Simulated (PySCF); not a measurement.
# C4H2BClF2: the cost of one run

Computed with PySCF 2.14.0, with density-fitted response routines of our own, on a single molecule in the gas phase. Atoms are numbered from 0 throughout.

## (1) Starting geometry

10 atoms, charge 0, multiplicity 1; geometry from: GFN2-xTB. The atoms were then displaced at random by about 0.01 Å, so the start is not that level's minimum.

Bonds of the start (Å): F0–B1 1.34, B1–F2 1.33, B1–C3 1.56, C3–C4 1.31, C4–C5 1.42, C5–C6 1.33, C6–Cl7 1.74, C5–C3 1.44, C4–H8 1.08, C6–H9 1.08.

## (2) Geometry optimisation at PBE0-D3(BJ)/def2-SVP

Job settings and geometry (Å):

```
{"job": {"xc": "PBE0", "basis": "def2-SVP", "d3": "d3bj", "grid": 1, "shake": 0.01, "kind": "geom"}, "charge": 0, "multiplicity": 1}
F     -2.104990    -1.799090    -0.543030
B     -1.994070    -0.468700    -0.520090
F     -3.103260     0.213150    -0.810710
C     -0.639370     0.227020    -0.182960
C      0.040170     1.334530    -0.005780
C      0.746890     0.119920     0.188400
C      1.831070    -0.587200     0.471920
Cl     3.343390     0.191930     0.857810
H      0.074250     2.410120     0.030190
H      1.856370    -1.662600     0.493200
```

On the command line:

```bash
$ OMP_NUM_THREADS=1 python probes_run.py task.json out
```

The driver reads the jobs from task.json and runs them one after another.

Q: Estimate the wall time and peak memory of this first job on 1 thread of Arm Neoverse V1, shared host.

About 77 s, with a peak of 0.51 GiB.
